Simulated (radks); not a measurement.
**Re³⁺ in [Kr] 4d10 4f14 5s2 5p5 5d4 5f1: an all-electron calculation**

Wanted: eigenvalues, radial structure and energy terms of the rhenium ion Re3+.

Method: Dirac Kohn-Sham, PBE, spin-unpolarised, spherical densities, point nucleus; open shells fill j = l - 1/2 first. Code: radks (a radial shooting solver on a logarithmic mesh, Libxc functionals) version 1.

### Step 1. What is computed

* element: rhenium (Z = 75)
* charge: +3
* electrons: 72
* configuration: [Kr] 4d10 4f14 5s2 5p5 5d4 5f1

### Step 2. Self-consistent calculation

Settings of this run:

```text
Z 75
configuration [Kr] 4d10 4f14 5s2 5p5 5d4 5f1
relativity Dirac
functional pbe,pbe
spin unpolarised
j_filling energy
nucleus point
c 137.035999084
```

Q: Predict the outcome of this run.

**Answer**, as computed:

| quantity | value |
| --- | --- |
| total energy | -16713.5194 hartree |
| exchange-correlation share of it | 1.98 % |
| −T/E | 1.1312 |
| highest occupied level | 5f5/2, -12.213 eV |
| most extended occupied level | 5f5/2, <r> = 3.81 bohr |
| radius at density 0.001 e/bohr³ | 4.34 bohr |
| maxima of the radial density | 4 |

5 principal shells are occupied and 4 maxima appear in the radial density; where shells overlap, one shows as a shoulder or not at all. Relativity lifts −T/E to 1.131. This is not the tabulated ground configuration, so its levels and sizes aren't those of the ground state, and no measured value stands beside it.
